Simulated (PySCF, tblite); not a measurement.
# C₆H₉O radical: geometry, infrared bands and EPR parameters

Aim: predict the infrared bands and EPR parameters of C₆H₉O radical (`C=[C][C@@H](C=O)CC`).

Computed with tblite 0.8.0 and PySCF 2.14.0, with density-fitted response routines of our own, on a single molecule in the gas phase. Atoms count from 0, in the outputs and in this text.

### Step 1. The molecule as given

16 atoms, charge 0, multiplicity 2; geometry from: force field or distance geometry start.

Bonds of the start (Å): C0–C1 1.30, C1–C2 1.48, C2–C3 1.51, C3–O4 1.24, C2–C5 1.55, C5–C6 1.53, C0–H7 1.08, C0–H8 1.09, C2–H9 1.09, C3–H10 1.11, C5–H11 1.10, C5–H12 1.11, C6–H13 1.09, C6–H14 1.09, C6–H15 1.09.

### Step 2. Geometry optimisation with GFN2-xTB

Job settings and geometry (Å):

```
{"job": {"kind": "relax", "xc": "GFN2-xTB", "basis": "xTB"}, "charge": 0, "multiplicity": 2}
C      1.991900     1.571200     0.097700
C      1.189100     0.550600     0.183700
C      0.301700    -0.625500     0.299400
C      0.397300    -1.208700     1.683600
O     -0.556400    -1.553400     2.397600
C     -1.161000    -0.249800    -0.048500
C     -1.343200     0.131000    -1.514200
H      2.819900     1.579700    -0.594900
H      1.816200     2.458900     0.698600
H      0.636600    -1.403600    -0.387100
H      1.425400    -1.402500     2.043700
H     -1.820400    -1.101000     0.173400
H     -1.502500     0.582100     0.596300
H     -2.396400     0.329000    -1.715900
H     -1.026200    -0.677100    -2.166600
H     -0.779900     1.028200    -1.758300
```

Run with:

```console
$ OMP_NUM_THREADS=1 python probes_run.py task.json out
```

This one command runs all jobs of the session in turn.

**Question.** This job is followed by: GFN2-xTB harmonic vibrations, gas phase; UKS B3LYP, pcH-1 on C H O, non-relativistic, mean-field spin-orbit, GIAO. Predict these results of the whole session: strongest single infrared mode (GFN2-xTB); zero-point energy (GFN2-xTB); g(iso) (B3LYP); ⟨S²⟩; largest a(iso) (averaged by class); potential on the surface of density 0.002 e/bohr³, 1st and 99th percentile.

The runs gave:

| quantity | value |
| --- | --- |
| strongest single infrared mode (GFN2-xTB) | 1694 cm⁻¹, 513 km/mol |
| zero-point energy (GFN2-xTB) | 80.5 kcal/mol |
| g(iso) (B3LYP) | 2.00323 |
| ⟨S²⟩ | 0.763 (exact 0.75) |
| largest a(iso) (averaged by class) | 1H on H8, 177.3 MHz |
| potential on the surface of density 0.002 e/bohr³, 1st and 99th percentile | -1.69 V and 1.14 V |

In words: The optimisation took 98 steps and gained 0.481 eV; among the close pairs (by a distance rule), C1–C2 changed most, from 1.478 to 1.440 Å. No mode is imaginary among the 42: a minimum at this level. The strongest single mode, at 1694 cm⁻¹, moves mainly C3 and O4. Unscaled tight-binding wavenumbers are off by several per cent, some by more. Its intensities can rank the bands wrongly. C1 carries the largest spin population, 0.86 e. The isotropic g lies 0.9 ppt above the free-electron value. The conformer search (at its own cheap level) found a structure 6.6 kcal/mol lower, so these spectra needn't be the molecule's.
